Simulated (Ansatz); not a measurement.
Predict the output of the script below (Ansatz 0.2.0 through its Python package).

`run_vcrelax.py`
```python
"""Relax cell and ions of Al2O."""

import json
import warnings

import ansatz as az
from ase import Atoms
from ase.neighborlist import neighbor_list
import numpy as np

def edges_and_angles(cell):
    cell = np.asarray(cell)
    a, b, c = np.linalg.norm(cell, axis=1)
    cosines = cell[1] @ cell[2] / (b * c), cell[0] @ cell[2] / (a * c), cell[0] @ cell[1] / (a * b)
    return (a, b, c, *np.degrees(np.arccos(cosines)))

warnings.simplefilter("ignore", az.DeckWarning)

cell = (
    az.Lattice.of((0.0, 2.84571, 2.84571), (2.84571, 0.0, 2.84571), (2.84571, 2.84571, 0.0))
    .atom("Al", (0.25, 0.25, 0.25))
    .atom("Al", (0.75, 0.75, 0.75))
    .atom("O", (0.0, 0.0, 0.0))
)

# only the volume may change
job = (
    cell.calculation()
    .kpoints(length=22)
    .occupations("gaussian", width=0.15)
    .relax(force_tolerance=0.02, max_steps=60, fix_cell=["shape"])
    .density_of_states(energy_step=0.1, method="tetrahedron", nscf_kmesh_spacing=0.2)
    .band_table()
)
outcome = job.run(threads=1, events_out="al2o.ndjson")
with open("al2o.ndjson") as stream:
    events = [json.loads(line) for line in stream]
steps = [e["data"] for e in events if e["event"] == "relax_step"]
report = outcome.report
for s in steps:
    flag = "" if s["accepted"] else "  (rejected)"
    print("step %2d  E = %.5f eV  largest force component = %.4f eV/A%s" % (s["step"], s["lagrangian_ev"], s["allowed_force_max_ev_ang"], flag))

first, last = steps[0], steps[-1]
symbols = [site.symbol for site in outcome.lattice.sites]
print(f"energy gained {first['lagrangian_ev'] - last['lagrangian_ev']:.4f} eV in {len(steps) - 1} steps")
for label, vectors in (("before", first["cell_ang"]), ("after", outcome.lattice.cell_ang)):
    print(label, "a b c (A) {:.4f} {:.4f} {:.4f}  angles {:.2f} {:.2f} {:.2f}".format(*edges_and_angles(vectors)), f" V = {abs(np.linalg.det(vectors)):.3f} A^3")
print("final stress xx yy zz (GPa, compression positive):", np.round(np.diag(report["stress_gpa"]), 3) + 0.0)

final = Atoms(symbols, positions=last["positions_ang"], cell=outcome.lattice.cell_ang, pbc=True)
i, j, d = neighbor_list("ijd", final, 4.5)
print("neighbours within 1.1 times the shortest distance of each atom (A)")
for atom in range(len(final)):
    near = [m for m in np.argsort(d) if i[m] == atom]
    shell = [m for m in near if d[m] < 1.1 * d[near[0]]]
    print(f"{symbols[atom]}{atom} ({len(shell)}):", ", ".join(f"{symbols[j[m]]} {d[m]:.3f}" for m in shell))

print("atom   start x y z (A)              end x y z (A)")
for symbol, a, b in zip(symbols, first["positions_ang"], last["positions_ang"]):
    print(f"{symbol:3s}", " ".join(f"{v:8.4f}" for v in a), "  ", " ".join(f"{v:8.4f}" for v in b))

print("relaxed fractional positions")
for site in outcome.lattice.sites:
    print(f"  {site.symbol:2s}", " ".join(f"{v % 1:8.5f}" for v in np.round(site.position_frac, 5)))

print(f"free energy      {report['free_energy_ev']:.5f} eV")
print(f"per atom         {report['free_energy_ev'] / len(outcome.lattice.sites):.5f} eV")
print(f"SCF iterations   {report['n_iterations']}  (converged: {report['converged']})")

print(job.to_python())

dos = outcome.density_of_states()
energy = np.asarray(dos.energies_ev) - dos.fermi_ev
top = min(levels[-1] for levels in report["eigenvalues_ev"]) - dos.fermi_ev  # the computed bands end here
total = np.asarray(dos.spin_summed_g_bin_mean_per_ev)
print("E - E_F (eV)   states/eV")
for e in np.arange(-8, min(6, top), 1.0):
    print(f"{e:8.1f} {np.interp(e, energy, total):12.3f}")
```

`python run_vcrelax.py` gives:
```text
step  1  E = -1639.64733 eV  largest force component = 0.0000 eV/A
step  2  E = -1639.64733 eV  largest force component = 0.0000 eV/A
energy gained 0.0000 eV in 1 steps
before a b c (A) 4.0244 4.0244 4.0244  angles 60.00 60.00 60.00  V = 46.089 A^3
after a b c (A) 4.0244 4.0244 4.0244  angles 60.00 60.00 60.00  V = 46.089 A^3
final stress xx yy zz (GPa, compression positive): [0.018 0.018 0.018]
neighbours within 1.1 times the shortest distance of each atom (A)
Al0 (4): O 2.464, O 2.464, O 2.464, O 2.464
Al1 (4): O 2.464, O 2.464, O 2.464, O 2.464
O2 (8): Al 2.464, Al 2.464, Al 2.464, Al 2.464, Al 2.464, Al 2.464, Al 2.464, Al 2.464
atom   start x y z (A)              end x y z (A)
Al    1.4229   1.4229   1.4229      1.4229   1.4229   1.4229
Al    4.2686   4.2686   4.2686      4.2686   4.2686   4.2686
O     0.0000   0.0000   0.0000      0.0000   0.0000   0.0000
relaxed fractional positions
  Al  0.25000  0.25000  0.25000
  Al  0.75000  0.75000  0.75000
  O   0.00000  0.00000  0.00000
free energy      -1639.64733 eV
per atom         -546.54911 eV
SCF iterations   7  (converged: True)
(
    az.Lattice.of(((0.0, 2.84571, 2.84571), (2.84571, 0.0, 2.84571), (2.84571, 2.84571, 0.0)))
    .atom("Al", (0.25, 0.25, 0.25))
    .atom("Al", (0.75, 0.75, 0.75))
    .atom("O", (0.0, 0.0, 0.0))
    .calculation()
    .kpoints(7, 7, 7)
    .occupations(method="gaussian", width=0.15)
    .relax(force_tolerance=0.02, max_steps=60, cell=True, fix_cell=("shape",))
    .density_of_states(energy_step=0.1, method="tetrahedron", nscf_kmesh_spacing=0.2)
    .band_table(publish=True)
)

E - E_F (eV)   states/eV
    -8.0        0.040
    -7.0        0.148
    -6.0        1.134
    -5.0        2.908
    -4.0        0.224
    -3.0        0.721
    -2.0        1.053
    -1.0        0.463
     0.0        2.450
     1.0        0.879
     2.0        3.417
     3.0        1.043
     4.0        0.611
```

Caveats:
- Absolute energies stand on the zero of these potentials, so only differences at equal settings mean something.
- Forces vanish by symmetry, so the ions can't move, and the end may be a saddle.
- The mesh is modest for a metal, so energies can be off by several to tens of meV an atom and pressures by half a GPa or more; differences at equal mesh fare better.
- Energies along a relaxation are free energies. Rows at an unchanged volume are solved on a plane-wave basis chosen afresh for that cell, so the energy jumps there and such rows are no steps of the walk.
- The free energy holds a sizeable smearing term, which stands for no physical temperature.
- Edges and angles are those of the cell as typed, here a primitive one, not of the conventional cell.
- No functional is typed, so the default, PBE, holds.
- The structure comes from a database of computed cells and needn't be a stable or known phase.
- The computed bands are complete only to about 4.3 eV above the Fermi level; beyond that the density of states is undercounted.
- Hardware and time: 2.3 s on 1 thread of Arm Neoverse V2, on a shared host, peak memory 0.38 GiB.

(Lines on the test bed's own set-up are left out of the output.)
